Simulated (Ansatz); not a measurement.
# MgO (Periclase): the cost of one run

Program: the Python package of Ansatz 0.2.0. The levels of theory stand in the script. These are calculated values, not measurements.

The COD entry's cell or inner coordinates are ideal or old and differ from later refinements, so a difference from it is no clean test against experiment.

**1. The system**

The structure is cubic, space group Fm-3m (No. 225). The conventional cell has a = 4.217 Å, b = 4.217 Å, c = 4.217 Å, α = 90.00°, β = 90.00°, γ = 90.00°. Around Mg (site symmetry m-3m) lie 6 O at 2.11 Å. Around O (site symmetry m-3m) lie 6 Mg at 2.11 Å.

The script holds or builds the structure itself.

**2. Script**

lattice.py reads:

```python
"""How the lattice of MgO depends on the functional."""

import warnings

import ansatz as az
import numpy as np

params = {
    "occupations": "cold",
    "sigma": 0.05,
    "kspacing": 0.34,
    "fmax": 0.02,
}

def edges_and_angles(cell):
    cell = np.asarray(cell)
    a, b, c = np.linalg.norm(cell, axis=1)
    cosines = cell[1] @ cell[2] / (b * c), cell[0] @ cell[2] / (a * c), cell[0] @ cell[1] / (a * b)
    return (a, b, c, *np.degrees(np.arccos(cosines)))


def main() -> None:
    warnings.simplefilter("ignore", az.DeckWarning)

    xtal = (
        az.Lattice.from_parameters(2.981869, 2.981869, 2.981869, alpha=60.0, beta=60.0, gamma=60.0)
        .atom("Mg", [0.0, 0.0, 0.0])
        .atom("O", [0.5, 0.5, 0.5])
    )

    calc = (
        xtal.calculation()
        .occupations(params["occupations"], width=params["sigma"])
        .kpoints(spacing=params["kspacing"])
        .relax(cell=True, force_tolerance=params["fmax"])
    )

    levels = [("pbe", "d4"), ("revpbe", "d3bj"), ("pbesol", "none")]
    print("level            a       b       c    alpha   beta  gamma  V/atom  steps")
    for name, dispersion in levels:
        seen = []
        run = calc.functional(name, dispersion=dispersion).session().plan()
        res = run.execute(on_event=lambda e: seen.append(e) if e["event"] == "relax_step" else None)
        cell = res.lattice.cell_ang
        label = name if dispersion == "none" else f"{name}+{dispersion}"
        print("{:13s} {:7.4f} {:7.4f} {:7.4f} {:6.2f} {:6.2f} {:6.2f}".format(label, *edges_and_angles(cell)), f"{abs(np.linalg.det(cell)) / len(res.lattice.sites):7.3f} {len(seen):5d}")


if __name__ == "__main__":
    main()
```

**3. What the engine is handed**

The package turns the script's settings into the engine's input (first run):

```yaml
crystal:
  lattice:
    a: 2.981869
    b: 2.981869
    c: 2.981869
    alpha: 60.0
    beta: 60.0
    gamma: 60.0
  atoms:
    - { symbol: Mg, position: [0.0, 0.0, 0.0] }
    - { symbol: O, position: [0.5, 0.5, 0.5] }
kpoints:
  mp_grid:
    kspacing: 0.34
hamiltonian:
  xc: pbe
  dispersion: d4
scf:
  occupations:
    method: cold
    width: 0.05
relax:
  f_tol: 0.02
  cell: {}
```

**4. Launch**

The run is started by

```bash
python lattice.py
```

**Question.** How long does this script take on 1 thread of Arm Neoverse V1, shared host, and how much memory does it need?

About 10 s, with a peak of 0.31 GiB.
